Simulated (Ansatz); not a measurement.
# SnBi3: the cost of one run

Computed with Ansatz 0.2.0 (DFT PBEsol, scalar-relativistic, plane waves, PAW, unless a step's input says otherwise).

2 further runs of the same task are left out: 1 that didn't finish, 1 set aside as unsound or not needed.

### Step 1. The starting structure

Symmetry: I4/mmm, No. 139, tetragonal system. The conventional cell has a = 4.657 Å, b = 4.657 Å, c = 10.925 Å, α = 90.00°, β = 90.00°, γ = 90.00°. Around Sn (site symmetry 4/mmm) lie 12 Bi at 3.29 to 3.59 Å. Bi (site symmetry 4/mmm) has 4 Sn at 3.29 Å and 8 Bi at 3.59 Å as nearest neighbours. Bi (site symmetry -4m2) is surrounded by 8 Bi at 3.29 to 3.59 Å and 4 Sn at 3.59 Å.

Structure file:

```
Sn Bi
1.0
    -2.32842    2.32842    5.46255
     2.32842   -2.32842    5.46255
     2.32842    2.32842   -5.46255
Sn Bi
1 3
Cartesian
  0.0000 0.0000 0.0000
  0.0000 0.0000 5.4626
  2.3284 0.0000 2.7313
  0.0000 2.3284 2.7313
```

It goes back to an entry of the Materials Project, which need not be the stable form.

This cell was relaxed beforehand with the same method: volume 29.62 Å³/atom, gap on the mesh none (metal).

### Step 2. The reference cell

Reference values: F = -42675.3706 eV; pressure 0.05 GPa; largest force 0.000 eV/Å; gap on the mesh none (metal). It was computed beforehand with the settings of the runs below.

### Step 3. Setting up energy and stress against strain

The cell is strained by ε times the Voigt pattern (0, 0, 1, 0, 0, 0) (xx, yy, zz, yz, xz, xy; engineering shear), with fractional coordinates fixed (clamped ions). The stress on the pattern is the sum of the stress components weighted by it, tension positive.

### Step 4. At ε = -0.1000

Contents of input.yaml:

```yaml
crystal:
  lattice:
    - [-2.3284234494, 2.3284234494, 4.916298917]
    - [2.3284234494, -2.3284234494, 4.916298917]
    - [2.3284234494, 2.3284234494, -4.916298917]
  atoms:
    - { symbol: Sn, position: [0.0, 0.0, 0.0] }
    - { symbol: Bi, position: [0.5, 0.5, 0.0] }
    - { symbol: Bi, position: [0.25, 0.75, 0.5] }
    - { symbol: Bi, position: [0.75, 0.25, 0.5] }
basis:
  ecutwfc: 420
kpoints:
  mp_grid: { grid: [14, 14, 14] }
hamiltonian:
  xc: pbesol
scf:
  occupations: { method: gaussian, width: 0.15 }
output:
  forces: true
  stress: true
  eigenvalues: true
```

On the command line:

```
> ansatz run input.yaml --threads 1 --pin off --max-ram 2560MiB --backend cpu --events-out ev --progress --plain --runs-dir out
```

**Question.** How long does this run take on 1 thread of Intel Xeon 6975P-C (Granite Rapids), shared host, and how much memory does it need?

About 23 s, with a peak of 0.9 GiB.
